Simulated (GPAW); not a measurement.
La3Hf:

```
Hf La
1.0
     5.04513    0.00000    0.00000
     0.00000    5.04513    0.00000
     0.00000    0.00000    5.04513
Hf La
1 3
Direct
  0.00000 0.00000 0.00000
  0.50000 0.50000 0.00000
  0.50000 0.00000 0.50000
  0.00000 0.50000 0.50000
```

The cell comes from a database or a generator and needn't be the stable form of this composition.

Base run:

| Item | Value |
| --- | --- |
| Program | GPAW 26.7.0 |
| Functional | PBE |
| Potentials or basis | GPAW PAW data sets (gpaw-data 1.2.1) |
| Cutoff | 800 eV |
| Basis | pw |
| k mesh | 5 × 5 × 5 |
| Occupations | fermi-dirac, width 0.05 eV |
| Spin | no spin polarisation |

Its results: band gap on the k mesh none (metal or under the smearing width); pressure 0.1 GPa.

Task: The run is repeated on the same cell with these changes: occupations from fermi-dirac, width 0.05 eV to methfessel-paxton, width 0.1 eV; dispersion from none to D3(BJ). What comes out?

Result: Band gap on the k mesh none (metal or under the smearing width); pressure -2.1 GPa.

Caveats: one-centre terms of the f shell are cut off; this smearing can pin the Fermi level at a band edge (some runs); pairwise dispersion overbinds metals, which lowers pressure and volume (some runs).

Not every run made on this cell is shown here.
